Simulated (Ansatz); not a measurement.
# AlBrClH2N: how energies converge with the basis set

One table from this session's results is given with a row withheld; the runs are named, their logs left out.

Computed with Ansatz 0.2.0, Gaussian basis. Level: one geometry, several basis sets.

Levels to be run: PBE0-D4/def2-SVP; ωB97M-V/def2-SVP; PBE0-D4/def2-QZVPP; ωB97M-V/def2-QZVPP; the functionals' def2-TZVPP values are taken from earlier runs.

**Structure used throughout**

The geometry comes from an earlier relaxation with PBE0-D4 in a triple-zeta def2 set; it is a stationary point.

SMILES `[NH2][Al]([Cl])[Br]`, 6 atoms, charge 0, spin multiplicity 1.

Atoms are counted from 1 here; the program's logs count them from 0.

Bond lengths: N1–Al2 1.747 Å, N1–H5 1.007 Å, N1–H6 1.006 Å, Al2–Cl3 2.083 Å, Al2–Br4 2.240 Å. Angles: Al2–N1–H5 124.4°, Al2–N1–H6 124.3°, H5–N1–H6 111.3°, N1–Al2–Cl3 119.9°, N1–Al2–Br4 120.0°, Cl3–Al2–Br4 120.1°.

The first run:

The input, in.yaml:

```yaml
crystal:
  periodic: [false, false, false]
  atoms:
    - {symbol: N, position_ang: [-0.060198, 1.030306, -0.052287]}
    - {symbol: Al, position_ang: [0.078081, -0.708395, 0.049241]}
    - {symbol: Cl, position_ang: [1.403943, -1.566664, 1.407072]}
    - {symbol: Br, position_ang: [-1.168974, -2.010925, -1.279060]}
    - {symbol: H, position_ang: [0.466841, 1.676676, 0.511361]}
    - {symbol: H, position_ang: [-0.677492, 1.514902, -0.682427]}
basis:
  gaussian: {orbitals: def2-SVP}
hamiltonian: {xc: pbe0, dispersion: d4}
output: {orbitals: {seedname: orbitals}}
```

Steps of the session up to this table: PBE0-D4 in def2-SVP; ωB97M-V in def2-SVP; PBE0-D4 in def2-QZVPP; ωB97M-V in def2-QZVPP.

One of the session's tables, all rows but one given; the rest of the session is left out.

It belongs to the step «Functionals by basis». 

```
functional       basis  HOMO (eV)
   PBE0-D4    def2-SVP          ?
   PBE0-D4  def2-TZVPP      -8.01
   PBE0-D4  def2-QZVPP      -8.05
   ωB97M-V    def2-SVP     -10.17
   ωB97M-V  def2-TZVPP     -10.38
   ωB97M-V  def2-QZVPP     -10.43
```

Estimate the missing values for PBE0-D4, def2-SVP.

As computed: HOMO (eV): -7.83. In the column «HOMO (eV)» it is the highest.
